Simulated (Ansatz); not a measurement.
# TaF5 (tantalum pentafluoride): levels of theory compared

Wanted: a comparison of 6 runs (HF/def2-SVP, PBE/def2-SVP, PBE0/def2-SVP, PBE0/def2-SVPD, CAM-B3LYP/def2-TZVP, CCSD(T)/def2-SVP) of TaF5 (tantalum pentafluoride). 

The calculation is run with Ansatz 0.2.0.

9 further runs of the same task are left out: 2 for a known fault of the program, 2 that didn't finish, 5 set aside as unsound or not needed.

### 1 The system as given

TaF5: 6 atoms, total charge 0, spin state singlet. SMILES: `F[Ta](F)(F)(F)F`. The shape is that of a PBE0-D4/def2-TZVP optimisation.

Bond lengths: F1–Ta2 1.876 Å, Ta2–F3 1.846 Å, Ta2–F4 1.846 Å, Ta2–F5 1.876 Å, Ta2–F6 1.846 Å. Angles: F1–Ta2–F3 90.0°, F1–Ta2–F4 90.0°, F1–Ta2–F5 180.0°, F1–Ta2–F6 90.0°, F3–Ta2–F4 120.0°, F3–Ta2–F5 90.0°, F3–Ta2–F6 120.0°, F4–Ta2–F5 90.0°, F4–Ta2–F6 120.0°, F5–Ta2–F6 90.0°.

### 2 Energy and forces at HF/def2-SVP (core potential) (run 1)

molecule.yaml reads:

```yaml
crystal:
  periodic: [false, false, false]
  atoms:
    - {symbol: F, position_ang: [-1.030170, -1.289830, 0.890600]}
    - {symbol: Ta, position_ang: [0.000080, -0.000050, 0.000020]}
    - {symbol: F, position_ang: [1.542230, -0.861760, 0.535750]}
    - {symbol: F, position_ang: [-0.806180, -0.458120, -1.596180]}
    - {symbol: F, position_ang: [1.030090, 1.290020, -0.890420]}
    - {symbol: F, position_ang: [-0.736030, 1.319740, 1.060250]}
basis:
  gaussian:
    orbitals: def2-SVP
hamiltonian:
  xc: hf
accuracy: high
output:
  forces: true
  orbitals: {seedname: orbitals}
```

Run with:

```console
ansatz run molecule.yaml --threads 1 --pin off --max-ram 3480MiB --events-out events.jsonl --progress --plain --runs-dir runs
```

The program printed:

```text
Warning: RAYON_NUM_THREADS=1 ignored (pool sized by the plan → 1); use --threads N
Functional definition: HF
  name "HF"
  exchange = exact_x
  correlation = 0
2159 factors; integrals over basis functions are off by at most 1.3e-8 eV
mean field evaluation 1: about -15053.8509 eV, gradient 6.5e1 eV
mean field evaluation 2: about -15053.9844 eV, gradient 6.5e1 eV
mean field evaluation 4: about -15061.4152 eV, gradient 1.9e0 eV
mean field evaluation 8: about -15061.4601 eV, gradient 2.6e-1 eV
mean field evaluation 16: about -15061.4603 eV, gradient 1.7e-8 eV
mean field -15061.46031868 eV, -553.4984576869 hartree, gradient 2.5e-8 eV, S^2 0.000000; 0 other end points of the search recorded, 0 dependent functions left out
the calculation of the forces begins
reference -15061.46031868 eV, -553.4984576869 hartree; 29, 29 occupied and 73, 73 virtual orbitals, 2159 factors
Total energy: -15061.46031868 eV, -553.4984576869 hartree
Atom 0 at    -1.030170    -1.289830     0.890600 Å, force     0.016287     0.019744    -0.013796 eV/Å
Atom 1 at     0.000080    -0.000050     0.000020 Å, force    -0.001314     0.000825    -0.000325 eV/Å
Atom 2 at     1.542230    -0.861760     0.535750 Å, force     0.044786    -0.024963     0.015648 eV/Å
Atom 3 at    -0.806180    -0.458120    -1.596180 Å, force    -0.023131    -0.013517    -0.046337 eV/Å
Atom 4 at     1.030090     1.290020    -0.890420 Å, force    -0.015648    -0.020245     0.013810 eV/Å
Atom 5 at    -0.736030     1.319740     1.060250 Å, force    -0.020980     0.038156     0.031001 eV/Å
Dipole moment:     0.000224    -0.000164     0.000021 e Å
```

Run time: 5.7 s. Hardware: 1 thread of Arm Neoverse V2, shared host; peak memory 0.32 GiB.

### 3 Energy and forces at PBE/def2-SVP (core potential) (run 2)

job.yaml reads:

```yaml
crystal:
  periodic: [false, false, false]
  atoms:
    - {symbol: F, position_ang: [-1.030170, -1.289830, 0.890600]}
    - {symbol: Ta, position_ang: [0.000080, -0.000050, 0.000020]}
    - {symbol: F, position_ang: [1.542230, -0.861760, 0.535750]}
    - {symbol: F, position_ang: [-0.806180, -0.458120, -1.596180]}
    - {symbol: F, position_ang: [1.030090, 1.290020, -0.890420]}
    - {symbol: F, position_ang: [-0.736030, 1.319740, 1.060250]}
basis:
  gaussian:
    orbitals: def2-SVP
hamiltonian:
  xc: {name: PBE}
accuracy: high
output: {forces: true, orbitals: {seedname: orbitals}}
```

Run with:

```console
ansatz run job.yaml --threads 1 --pin off --max-ram 3480MiB --events-out events.jsonl --progress --plain --runs-dir runs
```

The program printed, cut to the lines that bear on the results:

```text
Warning: RAYON_NUM_THREADS=1 ignored (pool sized by the plan → 1); use --threads N
Functional definition: PBE
  name "PBE"
[...]
2159 factors; integrals over basis functions are off by at most 1.3e-8 eV
[...]
mean field -15123.22033608 eV, -555.7680964642 hartree, gradient 4.9e-8 eV, S^2 0.000000; 0 other end points of the search recorded, 0 dependent functions left out
[...]
reference -15123.22034102 eV, -555.7680966457 hartree; 29, 29 occupied and 73, 73 virtual orbitals, 2159 factors
Total energy: -15123.22034102 eV, -555.7680966457 hartree
Atom 0 at    -1.030170    -1.289830     0.890600 Å, force    -0.449913    -0.563688     0.389129 eV/Å
Atom 1 at     0.000080    -0.000050     0.000020 Å, force    -0.000915     0.000514    -0.000314 eV/Å
Atom 2 at     1.542230    -0.861760     0.535750 Å, force     0.739438    -0.413102     0.256984 eV/Å
Atom 3 at    -0.806180    -0.458120    -1.596180 Å, force    -0.386319    -0.219850    -0.765347 eV/Å
Atom 4 at     1.030090     1.290020    -0.890420 Å, force     0.450247     0.563491    -0.389027 eV/Å
Atom 5 at    -0.736030     1.319740     1.060250 Å, force    -0.352538     0.632634     0.508575 eV/Å
Dipole moment:     0.000153    -0.000120     0.000002 e Å
```

Wall time 13 s (1 thread of Arm Neoverse V2, shared host); peak memory 0.29 GiB.

Runs 3 to 4 aren't shown in full; the table further down has their settings and results.

### 4 Energy and forces at CAM-B3LYP/def2-TZVP (core potential) (run 5)

input.yaml reads:

```yaml
crystal:
  periodic: [false, false, false]
  atoms:
    - {symbol: F, position_ang: [-1.030170, -1.289830, 0.890600]}
    - {symbol: Ta, position_ang: [0.000080, -0.000050, 0.000020]}
    - {symbol: F, position_ang: [1.542230, -0.861760, 0.535750]}
    - {symbol: F, position_ang: [-0.806180, -0.458120, -1.596180]}
    - {symbol: F, position_ang: [1.030090, 1.290020, -0.890420]}
    - {symbol: F, position_ang: [-0.736030, 1.319740, 1.060250]}
basis:
  gaussian:
    orbitals: def2-TZVP
output: {forces: true, orbitals: {seedname: orbitals}}
accuracy: high
hamiltonian:
  xc: {name: CAM-B3LYP}
```

Run with:

```console
ansatz run input.yaml --threads 1 --pin off --max-ram 3480MiB --events-out events.jsonl --progress --plain --runs-dir runs
```

The program printed, cut to the lines that bear on the results:

```text
Warning: RAYON_NUM_THREADS=1 ignored (pool sized by the plan → 1); use --threads N
Functional definition: CAM-B3LYP
  name "CAM-B3LYP"
[...]
3279 factors; integrals over basis functions are off by at most 7.4e-7 eV
464 factors; integrals over basis functions are off by at most 9.3e-8 eV
[...]
mean field -15147.79447179 eV, -556.6711792945 hartree, gradient 3.2e-8 eV, S^2 0.000000; 0 other end points of the search recorded, 0 dependent functions left out
[...]
reference -15147.79449328 eV, -556.6711800841 hartree; 29, 29 occupied and 166, 166 virtual orbitals, 3279 factors
Total energy: -15147.79449328 eV, -556.6711800841 hartree
Atom 0 at    -1.030170    -1.289830     0.890600 Å, force    -0.047100    -0.059518     0.040960 eV/Å
Atom 1 at     0.000080    -0.000050     0.000020 Å, force    -0.001151     0.000692    -0.000329 eV/Å
Atom 2 at     1.542230    -0.861760     0.535750 Å, force     0.109012    -0.060849     0.037962 eV/Å
Atom 3 at    -0.806180    -0.458120    -1.596180 Å, force    -0.056731    -0.032579    -0.112817 eV/Å
Atom 4 at     1.030090     1.290020    -0.890420 Å, force     0.047635     0.059109    -0.040934 eV/Å
Atom 5 at    -0.736030     1.319740     1.060250 Å, force    -0.051665     0.093145     0.075157 eV/Å
Dipole moment:     0.000174    -0.000134     0.000007 e Å
```

It took 42 s on 1 thread of Arm Neoverse V2, shared host; peak memory 1.1 GiB.

### 5 Energy and gradient at CCSD(T)/def2-SVP (core potential) (run 6)

job.yaml reads:

```yaml
crystal:
  periodic: [false, false, false]
  atoms:
    - symbol: F
      position_ang: [-1.030170, -1.289830, 0.890600]
    - symbol: Ta
      position_ang: [0.000080, -0.000050, 0.000020]
    - symbol: F
      position_ang: [1.542230, -0.861760, 0.535750]
    - symbol: F
      position_ang: [-0.806180, -0.458120, -1.596180]
    - symbol: F
      position_ang: [1.030090, 1.290020, -0.890420]
    - symbol: F
      position_ang: [-0.736030, 1.319740, 1.060250]
basis:
  gaussian: {orbitals: def2-SVP}
correlation: {method: ccsd_t, frozen_orbitals: {F: 1, Ta: 0}}
accuracy: high
output: {forces: true, orbitals: {seedname: orbitals}}
scf: {omitted_lower_state_checks: [cluster_reference, increment]}
```

Run with:

```console
ansatz run job.yaml --threads 1 --pin off --max-ram 3480MiB --events-out events.jsonl --progress --plain --runs-dir runs
```

The program printed, cut to the lines that bear on the results:

```text
Warning: RAYON_NUM_THREADS=1 ignored (pool sized by the plan → 1); use --threads N
[... 2 set-up lines as earlier in the session ...]
[...]
2159 factors; integrals over basis functions are off by at most 1.3e-8 eV
[...]
mean field -15061.46031868 eV, -553.4984576869 hartree, gradient 2.5e-8 eV, S^2 0.000000; 0 other end points of the search recorded, 0 dependent functions left out
5 core orbitals not correlated: weight in the atoms' cores, before any rotation towards them, 1.000 or more for the frozen orbitals, at most 0.000 for the correlated occupied ones
reference -15061.46031868 eV, -553.4984576869 hartree; 24, 24 occupied and 73, 73 virtual orbitals, 2159 factors
second order -33.35800193 eV of doubles, -0.00000000 eV of singles
cycle   1  -31.76964317 eV  change     1.6e0 eV  update   2.1e-1
[...]
cycle  20  -32.93895548 eV  change  -3.1e-10 eV  update   4.3e-9
perturbative correction -0.84126255 eV, -0.0309158284 hartree
[...]
Total energy: -15095.24053670 eV, -554.7398578023 hartree
Atom 0 at    -1.030170    -1.289830     0.890600 Å, force    -0.246183    -0.308744     0.213057 eV/Å
Atom 1 at     0.000080    -0.000050     0.000020 Å, force    -0.001011     0.000632    -0.000254 eV/Å
Atom 2 at     1.542230    -0.861760     0.535750 Å, force     0.449913    -0.251336     0.156386 eV/Å
Atom 3 at    -0.806180    -0.458120    -1.596180 Å, force    -0.234992    -0.133850    -0.465720 eV/Å
Atom 4 at     1.030090     1.290020    -0.890420 Å, force     0.246667     0.308401    -0.212994 eV/Å
Atom 5 at    -0.736030     1.319740     1.060250 Å, force    -0.214394     0.384897     0.309525 eV/Å
Dipole moment:     0.000181    -0.000139     0.000008 e Å
Checks for a lower state left out: cluster_reference, increment
```

Wall time 7.2 min (1 thread of Arm Neoverse V2, shared host); peak memory 1.5 GiB.

### 6 The series

| run | level | core potential | frozen core orbitals | energy (Eh) | dipole moment (D) | HOMO energy (eV) | LUMO energy (eV) | wall time |
| --- | --- | --- | --- | --- | --- | --- | --- | --- |
| 1 | HF/def2-SVP (core potential) | def2-SVP | – | -553.498458 | 0.00 | -17.90 | 1.01 | 5.7 s |
| 2 | PBE/def2-SVP (core potential) | def2-SVP | – | -555.768097 | 0.00 | -10.02 | -3.22 | 13 s |
| 3 | PBE0/def2-SVP (core potential) | def2-SVP | – | -555.698450 | 0.00 | -12.22 | -2.59 | 16 s |
| 4 | PBE0/def2-SVPD (core potential) | def2-SVPD | – | -555.731946 | 0.00 | -12.42 | -2.78 | 30 s |
| 5 | CAM-B3LYP/def2-TZVP (core potential) | def2-TZVP | – | -556.671180 | 0.00 | -13.85 | -1.35 | 42 s |
| 6 | CCSD(T)/def2-SVP (core potential) | def2-SVP | 5 | -554.739858 | 0.00 | -17.90 | 1.01 | 7.2 min |

### 7 Results

| quantity | value |
| --- | --- |
| run 6: total energy | -554.73986 Eh |
| run 6: dipole moment (correlated density) | 0.00 D |
| run 6: HOMO energy (Hartree–Fock orbitals) | -17.90 eV |
| run 6: LUMO energy (Hartree–Fock orbitals) | 1.01 eV |
| run 6: HOMO–LUMO gap (Hartree–Fock orbitals) | 18.91 eV |
| run 6: correlation energy (5 core orbitals frozen) | -1241.4 mEh |
| run 6: (T) correction | -30.92 mEh |
| run 6: T1 diagnostic | 0.019 |
| run 6: largest force on an atom | 0.539 eV/Å |

**Reading.** Over runs 1, 2, 3, 4, 5 the HOMO–LUMO gap runs from 6.80 eV (PBE/def2-SVP) to 18.91 eV (HF/def2-SVP). Exact exchange widens orbital gaps. Totals of different functionals can't be ranked against each other. All runs together took 9 min, the longest 7.2 min.
